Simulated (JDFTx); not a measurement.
**InAg: equation of state with PBEsol**

InAg:

```
In Ag
1.0
     3.46479    0.00000    0.00000
     0.00000    3.46479    0.00000
     0.00000    0.00000    3.46479
In Ag
1 1
Direct
  0.50000 0.50000 0.50000
  0.00000 0.00000 0.00000
```

The cell comes from a database or a generator and needn't be the stable form of this composition.

| Quantity | Value |
| --- | --- |
| Program | JDFTx 1.7.0 (patched build) |
| Task | equation of state |
| Functional | PBEsol |
| Potentials or basis | PseudoDojo-SR-PBEsol-0.4.1-standard with smoothed tails |
| Cutoff | 1116 eV |
| Density cutoff | 8925 eV |
| k mesh | 8 × 8 × 8 |
| Occupations | fermi-dirac, width 0.05 eV |
| Spin | no spin polarisation |
| Local potential set to -Z/r beyond | 6 bohr |
| Bands | 23 |
| Density cutoff over wavefunction cutoff | 8 |
| Max SCF steps | 100 |
| SCF threshold on the energy | 1e-09 Ha |
| Solver of the electrons | scf |

| Property | Result |
| --- | --- |
| Equilibrium volume | 20.03 Å³/atom |
| Bulk modulus | 75 GPa |
| Pressure derivative of the bulk modulus | 6.3 |

Energy against volume, from the lowest point:
| volume (Å³/atom) | energy (meV/atom) |
| --- | --- |
| 19.549 | 2.83 |
| 19.965 | 0.00 |
| 20.381 | 1.31 |
| 20.797 | 6.16 |
| 21.213 | 14.06 |
| 21.629 | 24.55 |
| 22.045 | 37.27 |
